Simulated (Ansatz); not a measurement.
**KMgPd3: what a guessed cell relaxes into**

The task: take a trial cell of KMgPd3 to zero force and stress.

Program: Ansatz 0.2.0. Level of theory: DFT PBE, scalar-relativistic, plane waves, PAW. These are calculated values, not measurements.

## Step 1: The starting structure

Symmetry: Pm-3m, No. 221, cubic system. Conventional cell: a = 4.667 Å, b = 4.667 Å, c = 4.667 Å, α = 90.00°, β = 90.00°, γ = 90.00°. Around K (site symmetry m-3m) lie 6 Pd at 2.33 Å. Around Mg (site symmetry m-3m) lie 12 Pd at 3.30 Å. Around Pd (site symmetry 4/mmm) lie 2 K at 2.33 Å.

Structure file:

```cif
data_structure
_symmetry_space_group_name_H-M 'P 1'
_symmetry_Int_Tables_number 1
_cell_length_a 4.6667
_cell_length_b 4.6667
_cell_length_c 4.6667
_cell_angle_alpha 90.000
_cell_angle_beta 90.000
_cell_angle_gamma 90.000
_cell_volume 101.63
loop_
_atom_site_label
_atom_site_type_symbol
_atom_site_fract_x
_atom_site_fract_y
_atom_site_fract_z
_atom_site_occupancy
K1 K 0.50000 0.50000 0.50000 1
Mg1 Mg 0.00000 0.00000 0.00000 1
Pd1 Pd 0.50000 0.50000 0.00000 1
Pd2 Pd 0.50000 0.00000 0.50000 1
Pd3 Pd 0.00000 0.50000 0.50000 1
```

A structure generator made this guess: species swapped into a database cell of Dy3AlN (Pm-3m, No. 221), with Pd on the Dy sites, Mg on the Al sites and K on the N sites. The dimensions are guesses.

## Step 2: Probe: one point on a coarse mesh

File input.yaml:

```yaml
crystal:
  lattice:
    - [4.66672019, 0.0, 0.0]
    - [0.0, 4.66672019, 0.0]
    - [0.0, 0.0, 4.66672019]
  atoms:
    - { symbol: K, position: [0.5, 0.5, 0.5] }
    - { symbol: Mg, position: [0.0, 0.0, 0.0] }
    - { symbol: Pd, position: [0.5, 0.5, 0.0] }
    - { symbol: Pd, position: [0.5, 0.0, 0.5] }
    - { symbol: Pd, position: [0.0, 0.5, 0.5] }
basis:
  ecutwfc: 420
kpoints:
  mp_grid: { grid: [4, 4, 4] }
hamiltonian:
  xc: pbe
scf:
  occupations: { method: gaussian, width: 0.1 }
  lower_state_search: "off"
output:
  forces: true
  stress: true
  eigenvalues: true
```

Started as:

```sh
$ ansatz run input.yaml --threads 1 --pin off --max-ram 2560MiB --backend cpu --events-out ev --progress --plain --runs-dir out
```

The session goes on with these runs: a loose first relaxation; spin check on a coarse mesh; full relaxation.

Before running it: what results should come out? Wanted: conventional cell; volume; energy over the elements; gap on the mesh.

As calculated:

| quantity | value |
| --- | --- |
| symmetry at the end (tolerance 0.05 Å) | space group Pm-3m (No. 221) |
| conventional cell | a = 4.996 Å, b = 4.996 Å, c = 4.996 Å, α = 90.00°, β = 90.00°, γ = 90.00° |
| volume | 24.93 Å³/atom |
| energy over the elements | +1.06 eV/atom |
| gap on the mesh | none (metal) |

In words: The space group Pm-3m (No. 221) is kept, and the volume per atom grows by 22.7 % from the first guess. The formation energy is positive, so the separate elements lie lower. No finished test with a distortion of lower symmetry is shown, so the end may be a saddle point. Other magnetic orders were not searched.
